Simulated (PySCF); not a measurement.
# Changing the system itself: GaBr

How does GaBr answer to another spin, charge, distance or environment?

Method: method and basis as typed in the scripts; program: PySCF 2.14.0.

2 further runs of the same task are left out: 2 that didn't finish.

## Step 1: Where the work starts

GaBr: 2 atoms, charge 0, spin multiplicity 1.

Bond lengths: Ga1–Br2 2.320 Å.

## Step 2: The base run

Input file input.py:

```python
from pyscf import gto, scf, mp

mol = gto.M(
    atom='Ga 0 0 0; Br 0 0 2.32',
    basis='6-31g',
    charge=0,
    spin=0,
    verbose=3,
)
mf = scf.UHF(mol)
mf = mf.density_fit(auxbasis='def2-universal-jkfit')
mf.kernel()
mp.MP2(mf).kernel()
mf.dip_moment()
print('orbital energies (hartree):', [e[max(0, n-3):n+3].round(4) for e, n in zip(mf.mo_energy, mol.nelec)])
```

The run is started by

```bash
$ OMP_NUM_THREADS=1 python input.py
```

The log of this run is left out.

In short: E(SCF) = -4495.034920 Eh, E(MP2) − E(SCF) = -0.41267 Eh, μ = 3.13 D (of the SCF density).

The bond length is a typed value, not an optimised one.

## Step 3: Bond 2.042 Å

Edit 1 changes bond length: 2.32 Å → 2.042 Å.

Input file input.py:

```python
from pyscf import gto, scf, mp

mol = gto.M(
    atom='Ga 0 0 0; Br 0 0 2.042',
    basis='6-31g',
    charge=0,
    spin=0,
    verbose=3,
)
mf = scf.UHF(mol)
mf = mf.density_fit(auxbasis='def2-universal-jkfit')
mf.kernel()
mp.MP2(mf).kernel()
mf.dip_moment()
print('orbital energies (hartree):', [e[max(0, n-3):n+3].round(4) for e, n in zip(mf.mo_energy, mol.nelec)])
```

The run is started by

```bash
$ OMP_NUM_THREADS=1 python input.py
```

## Step 4: PCM, ε = 20.5

Edit 2 changes solvent: none (gas phase) → PCM, ε = 20.5; step after the SCF: mp2 → analyze.

Input file input.py:

```python
from pyscf import gto, scf, solvent

mol = gto.M(
    atom='Ga 0 0 0; Br 0 0 2.32',
    basis='6-31g',
    charge=0,
    spin=0,
    verbose=3,
)
mf = scf.UHF(mol)
mf = mf.density_fit(auxbasis='def2-universal-jkfit')
mf = solvent.PCM(mf)
mf.with_solvent.eps = 20.5
mf.kernel()
mf.analyze()
print('orbital energies (hartree):', [e[max(0, n-3):n+3].round(4) for e, n in zip(mf.mo_energy, mol.nelec)])
```

## Step 5: Bond 2.9 Å

Edit 3 changes bond length: 2.32 Å → 2.9 Å.

input.py: that of step 2 with these lines changed.

```diff
@@ -3,3 +3,3 @@
 mol = gto.M(
-    atom='Ga 0 0 0; Br 0 0 2.32',
+    atom='Ga 0 0 0; Br 0 0 2.9',
     basis='6-31g',
```

## Step 6: Bond 6.96 Å

Edit 4 changes bond length: 2.32 Å → 6.96 Å.

input.py: that of step 2 with these lines changed.

```diff
@@ -3,3 +3,3 @@
 mol = gto.M(
-    atom='Ga 0 0 0; Br 0 0 2.32',
+    atom='Ga 0 0 0; Br 0 0 6.96',
     basis='6-31g',
```

Before running it: what results should come out? Wanted: for each run, E(SCF); from base; gap; SCF dipole; after the SCF.

**Answer**, as computed:

```
          run  E(SCF) (hartree)  from base (eV)  gap (eV)  SCF dipole (D)               after the SCF
         base      -4495.034920               0      9.83            3.13  MP2 correlation -11.229 eV
 bond 2.042 Å      -4494.990802         +1.2005      9.72            0.90  MP2 correlation -11.262 eV
PCM, ε = 20.5      -4495.047070         -0.3306     10.16            4.19                         n/a
   bond 2.9 Å      -4495.026391         +0.2321      9.18            7.63  MP2 correlation -11.190 eV
  bond 6.96 Å      -4494.894554         +3.8195      2.47           31.98  MP2 correlation -10.978 eV
```

Of the runs whose energies can be compared, “bond 6.96 Å” moves the SCF energy most (+3.820 eV). A continuum solvent with ε = 20.5 lowers the energy by 0.331 eV. With bond 6.96 Å the frontier gap moves by over 1.5 eV, which can mean another electronic state rather than the bond length alone.
